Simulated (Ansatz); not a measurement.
# Mn3Sn: the cost of one run

Computed with Ansatz 0.2.0 (DFT at more than one level, as each input shows, unless a step's input says otherwise).

4 further runs of the same task are left out: 3 that didn't finish, 1 set aside as unsound or not needed. Runs told in other sessions of the task aren't counted.

### Step 1. The structure to begin with

The structure is hexagonal, space group P6_3/mmc (No. 194). Conventional cell: a = 5.670 Å, b = 5.670 Å, c = 4.530 Å, α = 90.00°, β = 90.00°, γ = 120.00°. Mn (site symmetry mm2) is surrounded by 4 Sn at 2.79 to 2.84 Å and 8 Mn at 2.80 to 2.84 Å. Around Sn (site symmetry -6m2) lie 12 Mn at 2.79 to 2.84 Å.

Structure file:

```
CELL_PARAMETERS angstrom
5.67000 0.00000 0.00000
-2.83500 4.91036 0.00000
0.00000 0.00000 4.53000
ATOMIC_POSITIONS crystal
Mn 0.83300 0.66600 0.25000
Mn 0.16700 0.83300 0.75000
Mn 0.33400 0.16700 0.25000
Mn 0.16700 0.33400 0.75000
Mn 0.83300 0.16700 0.25000
Mn 0.66600 0.83300 0.75000
Sn 0.33333 0.66667 0.25000
Sn 0.66667 0.33333 0.75000
```

### Step 2. Relax cell and atoms

The input, input.yaml:

```yaml
crystal:
  lattice:
    - [5.67, 0.0, 0.0]
    - [-2.835, 4.9103640395, 0.0]
    - [0.0, 0.0, 4.53]
  atoms:
    - { symbol: Mn, position: [0.833, 0.666, 0.25], spin: 3.5 }
    - { symbol: Mn, position: [0.167, 0.833, 0.75], spin: 3.5 }
    - { symbol: Mn, position: [0.334, 0.167, 0.25], spin: 3.5 }
    - { symbol: Mn, position: [0.167, 0.334, 0.75], spin: 3.5 }
    - { symbol: Mn, position: [0.833, 0.167, 0.25], spin: 3.5 }
    - { symbol: Mn, position: [0.666, 0.833, 0.75], spin: 3.5 }
    - { symbol: Sn, position: [0.3333333333, 0.6666666667, 0.25] }
    - { symbol: Sn, position: [0.6666666667, 0.3333333333, 0.75] }
basis:
  ecutwfc: 420
  ecutrho_ratio: 4
kpoints:
  mp_grid: { grid: [4, 4, 4] }
hamiltonian:
  xc: pbe
scf:
  occupations: { method: gaussian, width: 0.05 }
output:
  forces: true
  stress: true
  eigenvalues: true
  populations: true
magnetization:
  spin_polarized: true
relax:
  f_tol: 0.03
  max_steps: 60
  cell: { stress_tol: 0.3 }
```

The run is started by

```console
$ ansatz run input.yaml --threads 4 --pin off --max-ram 10240MiB --backend cpu --events-out ev --progress --plain --runs-dir out
```

What time and memory should one allow on 4 threads of Intel Xeon Platinum 8488C (Sapphire Rapids), shared host?

About 33 s, with a peak of 0.77 GiB.
